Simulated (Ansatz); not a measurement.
# TaCuN2: stress in a strained cell

TaCuN2 is deformed so: zz strain of +2 %. What stress and forces result, by LAPW, PAW and all-electron datasets made for the crystal?

Program: Ansatz 0.2.0. Level of theory: DFT PBEsol, scalar-relativistic. These are calculated values, not measurements.

### 1 Starting point

The structure is trigonal, space group R-3m (No. 166). Conventional cell: a = 3.136 Å, b = 3.136 Å, c = 17.438 Å, α = 90.00°, β = 90.00°, γ = 120.00°. Around Ta (site symmetry -3m) lie 6 N at 1.99 Å. Around Cu (site symmetry -3m) lie 2 N at 2.08 Å. N (site symmetry 3m) is surrounded by 3 Ta at 1.99 Å and 1 Cu at 2.08 Å.

Structure file:

```xyz
4
Lattice="1.5680 0.9053 5.8127 -1.5680 0.9053 5.8127 0.0000 -1.8106 5.8127" Properties=species:S:1:pos:R:3 pbc="T T T"
Ta    0.0000    0.0000    8.7190
Cu    0.0000    0.0000    0.0000
N     0.0000    0.0000    2.0751
N     0.0000    0.0000   15.3629
```

Atoms are numbered in the order of the input: Ta1, Cu2, N3, N4.

### 2 After the deformation

Space group R-3m before, R-3m after.

### 3 LAPW, all electrons

The input, input.yaml:

```yaml
crystal:
  lattice:
    - [1.5680009383, 0.9052857638, 5.9289234]
    - [-1.5680009383, 0.9052857638, 5.9289234]
    - [0.0, -1.8105715276, 5.9289234]
  atoms:
    - { symbol: Ta, position: [0.5, 0.5, 0.5] }
    - { symbol: Cu, position: [0.0, 0.0, 0.0] }
    - { symbol: "N", position: [0.119, 0.119, 0.119] }
    - { symbol: "N", position: [0.881, 0.881, 0.881] }
kpoints:
  mp_grid: { grid: [12, 12, 12] }
  band_path:
    path:
      - [0.0, 0.0, 0.0]
      - [0.5, 0.5, 0.5]
      - [0.8177905625, 0.1822094375, 0.5]
      - [0.5, -0.1822094375, 0.1822094375]
      - [0.5, 0.0, 0.0]
      - [0.0, 0.0, 0.0]
      - [0.3411047188, -0.3411047188, 0.0]
      - [0.6588952812, 0.0, 0.3411047188]
      - [0.5, 0.0, 0.5]
    npoints: 5
scf:
  occupations: { method: fermi_dirac, width: 0.05 }
hamiltonian:
  xc: pbesol
  pseudopotentials: { kind: all_electron, lapw: { basis_error: 0.001 } }
output:
  forces: true
  stress: true
  eigenvalues: true
```

Launch:

```sh
$ ansatz run input.yaml --threads 1 --pin off --max-ram 4096MiB --backend cpu --events-out ev --progress --plain --runs-dir out
```

### 4 Frozen-core PAW

The input, input.yaml:

```yaml
crystal:
  lattice:
    - [1.5680009383, 0.9052857638, 5.9289234]
    - [-1.5680009383, 0.9052857638, 5.9289234]
    - [0.0, -1.8105715276, 5.9289234]
  atoms:
    - { symbol: Ta, position: [0.5, 0.5, 0.5] }
    - { symbol: Cu, position: [0.0, 0.0, 0.0] }
    - { symbol: "N", position: [0.119, 0.119, 0.119] }
    - { symbol: "N", position: [0.881, 0.881, 0.881] }
kpoints:
  mp_grid: { grid: [12, 12, 12] }
scf:
  occupations: { method: fermi_dirac, width: 0.05 }
hamiltonian:
  xc: pbesol
  pseudopotentials: { kind: paw }
output:
  forces: true
  stress: true
  eigenvalues: true
  efg: { contact_densities: true }
```

### 5 All-electron PAW on datasets made for the crystal

input.yaml: that of step 4 with these lines changed.

```diff
@@ -16,3 +16,3 @@
   xc: pbesol
-  pseudopotentials: { kind: paw }
+  pseudopotentials: { kind: all_electron, datasets: crystal }
 output:
```

(Steps that only read results are left out.)

Q: Predict the outcome of this session. Wanted: pressure; largest shear or deviatoric stress.

As calculated:

| quantity | value |
| --- | --- |
| pressure | LAPW 13.59, PAW 13.83, crystal datasets 13.59 GPa |
| largest shear or deviatoric stress (LAPW) | 15.06 GPa |

In words: The largest part of the stress beyond the pressure is 15.06 GPa in size, in the zz component; the atoms are carried along and not relaxed. No run of the undeformed cell stands beside it, so pressure and stress hold what the given cell had before the change, as far as its symmetry allows. PAW: stress within 0.30 GPa of LAPW, forces within 25 meV/Å. Crystal datasets: stress within 0.01 GPa of LAPW, forces within 1 meV/Å. Spin-orbit coupling is left out, though the cell holds Ta; in elements this heavy it can shift bands and gaps by tenths of an eV.
